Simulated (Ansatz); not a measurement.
# TeF₆: energies up the ladder

An exercise on one series of results from a longer session: the logs are not shown, and one member is left open.

Method: the levels named in each step, in Ansatz 0.2.0.

### Starting point

Bond lengths: F1–Te2 1.881 Å, Te2–F3 1.881 Å, Te2–F4 1.881 Å, Te2–F5 1.881 Å, Te2–F6 1.881 Å, Te2–F7 1.881 Å. Angles (14 of 15 angles, heavy atoms first): F1–Te2–F3 89.9°, F1–Te2–F4 89.9°, F1–Te2–F5 90.1°, F1–Te2–F6 180.0°, F1–Te2–F7 90.0°, F3–Te2–F4 90.1°, F3–Te2–F5 90.0°, F3–Te2–F6 90.1°, F3–Te2–F7 179.9°, F4–Te2–F5 180.0°, F4–Te2–F6 90.0°, F4–Te2–F7 90.0°, F5–Te2–F6 89.9°, F5–Te2–F7 90.0°.

Coordinates:

```xyz
7

F     0.5343    1.7229    0.5330
Te    0.0001   -0.0001    0.0001
F     1.6369   -0.2273   -0.8982
F    -0.7597    0.7207   -1.5625
F     0.7591   -0.7211    1.5626
F    -0.5343   -1.7229   -0.5330
F    -1.6359    0.2291    0.8996
```

Set-up of the first run:

Contents of input.yaml:

```yaml
crystal:
  periodic: [false, false, false]
  atoms:
    - { symbol: F, position_ang: [0.54158851, 1.74637167, 0.54139602] }
    - { symbol: Te, position_ang: [7.284e-05, 0.00017027, 0.00022499] }
    - { symbol: F, position_ang: [1.65851578, -0.23127728, -0.91154942] }
    - { symbol: F, position_ang: [-0.76942823, 0.73003209, -1.58423391] }
    - { symbol: F, position_ang: [0.76949089, -0.72982316, 1.58465841] }
    - { symbol: F, position_ang: [-0.54144456, -1.74601751, -0.5410017] }
    - { symbol: F, position_ang: [-1.65827523, 0.23179392, 0.9121256] }
basis:
  gaussian: { orbitals: def2-TZVPP }
hamiltonian:
  xc: pbe0
  dispersion: d4
relax:
  f_tol: 0.002
  max_steps: 150
```

The run is started by

```bash
$ ansatz run input.yaml --threads 4 --pin off --max-ram 10240MiB --backend cpu --events-out ev --progress --plain --runs-dir out
```

Steps of the session up to this table: Relaxation, PBE0-D4/def2-TZVPP; Frequencies, PBE0-D4/def2-TZVPP; Single point, PBE-D4/def2-TZVPP; Single point, r2SCAN-D4/def2-TZVPP; Single point, B3LYP-D4/def2-TZVPP; Single point, wB97M-V/def2-TZVPP; Single point, B2PLYP/def2-TZVPP; Single point, LDA/def2-TZVPP; Single point, PBE0-D4/def2-SVP; Single point, PBE-D4/def2-SVP; The cation of multiplicity 2 at the same geometry, PBE0-D4/def2-TZVPP; The cation of multiplicity 2 at the same geometry, PBE-D4/def2-TZVPP; The cation of multiplicity 2 at the same geometry, r2SCAN-D4/def2-TZVPP; The cation of multiplicity 2 at the same geometry, B3LYP-D4/def2-TZVPP; The cation of multiplicity 2 at the same geometry, wB97M-V/def2-TZVPP; The cation of multiplicity 2 at the same geometry, B2PLYP/def2-TZVPP.

One table of the session follows, with a row left open; its other results are not shown here.

It belongs to the step «Vertical ionisation energy». 

| level | vertical ionisation energy (eV) | from B2PLYP/def2-TZVPP (eV) |
| --- | --- | --- |
| PBE-D4/def2-TZVPP | ? | ? |
| r2SCAN-D4/def2-TZVPP | 14.424 | -1.566 |
| B3LYP-D4/def2-TZVPP | 15.083 | -0.907 |
| wB97M-V/def2-TZVPP | 15.738 | -0.252 |
| B2PLYP/def2-TZVPP | 15.990 | +0.000 |

**Question.** Estimate the row for PBE-D4/def2-TZVPP.

**Answer.** vertical ionisation energy (eV): 13.919; from B2PLYP/def2-TZVPP (eV): -2.071. In the column «vertical ionisation energy (eV)» it is the lowest.
